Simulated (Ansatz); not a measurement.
LuTlS2:

```
Tl Lu S
1.0
     1.95997    1.13159    7.50158
    -1.95997    1.13159    7.50158
     0.00000   -2.26317    7.50158
Tl Lu S
1 1 2
Cartesian
  0.0000 0.0000 11.2524
  0.0000 0.0000 0.0000
  0.0000 0.0000 6.0508
  0.0000 0.0000 16.4540
```

The cell comes from a database or a generator and needn't be the stable form of this composition.

- Program: Ansatz 0.2.0
- Task: relaxation of cell and atoms
- Functional: PBE
- Dispersion: D4
- Potentials or basis: Ansatz PAW
- Cutoff: 420 eV (not typed: the program's choice for these potentials)
- k mesh: 8 × 8 × 8
- Occupations: fermi-dirac, width 0.05 eV
- Spin: no spin polarisation

At the start: volume 24.96 Å³/atom.

Where does the relaxation end?

It ends after 9 steps and the volume is 27.00 Å³/atom (+8.2 %); space group R-3m (No. 166, to 0.05 Å).

Step by step:
| step | energy change (eV) | largest force (eV/Å) | volume (Å³) |
| --- | --- | --- | --- |
| 1 | 0.0000 | 0.4085 | 99.83 |
| 2 | -0.0429 | 0.5193 | 109.74 |
| 3 | -0.0705 | 0.3867 | 107.24 |
| 4 | -0.0819 | 0.1219 | 108.56 |
| 5 | -0.0845 | 0.0024 | 108.13 |
| 6 | -0.0847 | 0.0089 | 107.99 |
| 7 | -0.0864 | 0.0091 | 107.99 |
| 8 | -0.0864 | 0.0033 | 107.99 |
| 9 | -0.0864 | 0.0033 | 107.99 |

Final structure:
```cif
data_structure
_symmetry_space_group_name_H-M 'P 1'
_symmetry_Int_Tables_number 1
_cell_length_a 8.1127
_cell_length_b 8.1127
_cell_length_c 8.1127
_cell_angle_alpha 28.576
_cell_angle_beta 28.576
_cell_angle_gamma 28.576
_cell_volume 107.99
loop_
_atom_site_label
_atom_site_type_symbol
_atom_site_fract_x
_atom_site_fract_y
_atom_site_fract_z
_atom_site_occupancy
Tl1 Tl 0.50000 0.50000 0.50000 1
Lu1 Lu 0.00000 0.00000 0.00000 1
S1 S 0.27298 0.27298 0.27298 1
S2 S 0.72702 0.72702 0.72702 1
```

Caveat: the plane-wave basis is chosen anew once the cell has moved, so the energies of steps on either side of that aren't comparable.
